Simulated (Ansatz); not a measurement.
This script makes a frozen displacement of one atom of SrTl, space group Pm-3m with Ansatz 0.2.0 through its Python package.

`srtl_push.py`:
```python
# -*- coding: utf-8 -*-
import ansatz as az
from ase import Atoms
import numpy as np


def main():
    atoms = Atoms(
        ['Sr', 'Tl'],
        scaled_positions=[
            [0.0, 0.0, 0.0],
            [0.5, 0.5, 0.5],
        ],
        cell=[
            [4.032, 0.0, 0.0],
            [0.0, 4.032, 0.0],
            [0.0, 0.0, 4.032],
        ],
        pbc=True,
    )
    system = az.Crystal.from_ase(atoms)

    inverse = np.linalg.inv(np.array(system.lattice.vectors))
    home = np.array(system.sites[0].position)
    values = np.linspace(-0.1, 0.1, 5)
    energies, pulls = [], []
    for shift in values:
        moved = system.move(0, to=home + shift * inverse[2])
        calc = (
            moved.calculation()
            .occupations('Fermi-Dirac', width=0.05)
            .functional('LDA')
            .pseudopotentials('paw')
            .kpoints(5, 5, 5)
            .scf(tolerance=1e-07)
            .forces()
        )
        r = calc.run(threads=1).report
        energies.append(r['free_energy_ev'])
        pulls.append(r['forces_ev_ang'][0][2])

    print('shift (A)   dE (eV)   force along z (eV/A)')
    for shift, e, f in zip(values, energies, pulls):
        print(f'{shift:8.3f} {e - energies[2]:10.5f} {f:12.4f}')
    print(f'stiffness from energies {2 * np.polyfit(values, energies, 2)[0]:.3f}, from forces {-np.polyfit(values, pulls, 1)[0]:.3f} eV/A^2')


if __name__ == '__main__':
    main()
```

How stiff is this displacement, and do energies and forces agree?

The curvature of the energy gives 1.355 eV/Å² and the slope of the force 1.369 eV/Å², a positive curvature.

The output:

`python srtl_push.py` gives:
```text
DeckWarning: basis.ecutwfc = 420 eV, auto-derived from the records' recommended cutoffs: set by Sr (normal level)
shift (A)   dE (eV)   force along z (eV/A)
  -0.100    0.00676       0.1377
  -0.050    0.00166       0.0669
   0.000    0.00000      -0.0000
   0.050    0.00166      -0.0669
   0.100    0.00676      -0.1377
stiffness from energies 1.355, from forces 1.369 eV/A^2
```
(Warnings from the package without file and line.)

For a metal this k-point mesh is coarse: on a finer one energies can move by several to tens of meV an atom and pressures by half a GPa or more, differences at one mesh by less. In a metal a curvature from energy changes of a few meV or less hangs on mesh and smearing, in size and even in sign. Spin-orbit coupling, which matters for elements this heavy, is left out. The starting cell is as deposited in a crystallographic database; the results hold for this polymorph, which needn't be the stable one. All periodic images of the atom move with it, so the curvature is one diagonal element of the zone-centre force constants and no normal mode; a positive value doesn't exclude soft modes in which several atoms move. Timing: 6.9 s on 1 thread of Arm Neoverse V2, with other jobs on the host, peak memory 0.37 GiB.

(A comment or docstring line of the script was reworded after the run, the code is as it ran; lines on the test bed's own set-up are left out of the output.)
